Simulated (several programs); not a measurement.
## Many methods on one cell: Ga3AsP2 (ordering on zincblende)

Ga3AsP2, ordered on the zincblende lattice (Imm2) with 6 atoms a cell, relaxed with r2SCAN in Ansatz, was computed with several methods. Space group Imm2 (No. 44), orthorhombic; conventional cell a = 3.904 Å, b = 11.712 Å, c = 5.522 Å, 21.04 Å³ an atom. P has 4 Ga at 2.36–2.37 Å; Ga has 3 P at 2.36–2.37 Å and 1 As at 2.45 Å; As has 4 Ga at 2.43–2.45 Å; Ga has 2 P at 2.36 Å and 2 As at 2.43 Å. The calculation is spin-unpolarised, and the structure need not be a phase that has been made.

```cif
data_structure
_symmetry_space_group_name_H-M 'Imm2'
_symmetry_Int_Tables_number 44
_cell_length_a 3.9040
_cell_length_b 11.7125
_cell_length_c 5.5215
_cell_angle_alpha 90.000
_cell_angle_beta 90.000
_cell_angle_gamma 90.000
_cell_volume 252.48
loop_
_atom_site_label
_atom_site_type_symbol
_atom_site_symmetry_multiplicity
_atom_site_Wyckoff_symbol
_atom_site_fract_x
_atom_site_fract_y
_atom_site_fract_z
_atom_site_occupancy
P1 P 4 d 0.00000 0.33259 0.00032 1
Ga1 Ga 4 d 0.50000 0.32898 0.24440 1
As1 As 2 a 0.00000 0.00000 0.99922 1
Ga2 Ga 2 b 0.50000 0.00000 0.26134 1
```

Gaps and times are for a single point on this cell; volume and bulk modulus come from each method's own relaxation or energy curve at fixed shape, which is too stiff where a cell has free coordinates or axes. Times are rough, from shared hosts (Arm Neoverse V1; Arm Neoverse V2), and each method has its own mesh and cell size. A double dagger marks a value from a curve with shape and coordinates held. PM6 (MOPAC), PM7 (MOPAC), GFN1-xTB (tblite), GFN2-xTB (tblite) treat a cluster of cells at its zone centre, which samples few k points: where these miss a band edge, the gap comes out too large for that reason alone. Gaps from k meshes are read at a limited set of points (mesh, symmetry points, PBE's band edges), so each method's own least gap may be somewhat smaller. xTB and the PM methods were fitted mostly to molecules, and can miss a solid's gap by electronvolts. Minimal bases can be far off for gaps. Times of the plane-wave rungs are withheld (a dash), since they come from other jobs, hosts and meshes; the meshes of hybrids and Hartree-Fock don't converge their gaps to the digits shown. GLLB-SC's gap includes the derivative discontinuity. d marks a direct gap, i an indirect one (no mark: not told apart), a dash a value that wasn't computed or didn't pass its checks.

```
                          method              kind  gap (eV)  own volume (Å³/atom)  bulk modulus (GPa)  atoms computed  processor time
light PBE (260 eV, its own mesh)  light plane-wave    1.33 d                     –                   –               6           5.8 s
               GFN1-xTB (tblite)     tight binding      0.74                     –                   –         cluster           6.4 s
               GFN2-xTB (tblite)     tight binding      2.72                     –                   –         cluster           6.9 s
                     PM6 (MOPAC)    semi-empirical      4.74                     –                   –         cluster            11 s
                     PM7 (MOPAC)    semi-empirical      5.83                     –                   –         cluster            12 s
                  PBE/SZV (CP2K)       small basis    1.62 d                     –                   –               6            28 s
                             PBE         semilocal    1.31 d                 21.76                 71‡               6               –
                 PBE/DZVP (CP2K)       small basis    1.27 d                     –                   –               6            68 s
                  GLLB-SC (GPAW)   model potential      2.20                     –                   –               6            75 s
                          r2SCAN         semilocal    1.75 i                 21.04                 82‡               6               –
                         PBE+SOC         semilocal    1.27 d                     –                   –               6               –
                           HSE06            hybrid    2.15 i                     –                   –               6               –
                            PBE0            hybrid    2.82 i                     –                   –               6               –
```

Against HSE06 (2.15 eV) the nearest gap at the points sampled is that of GLLB-SC (GPAW) (+0.05 eV) and the farthest that of PM7 (MOPAC) (+3.67 eV). HSE06 is only a yardstick of convenience, and nearness to it can be luck.

Only the rows marked +SOC include spin-orbit coupling.
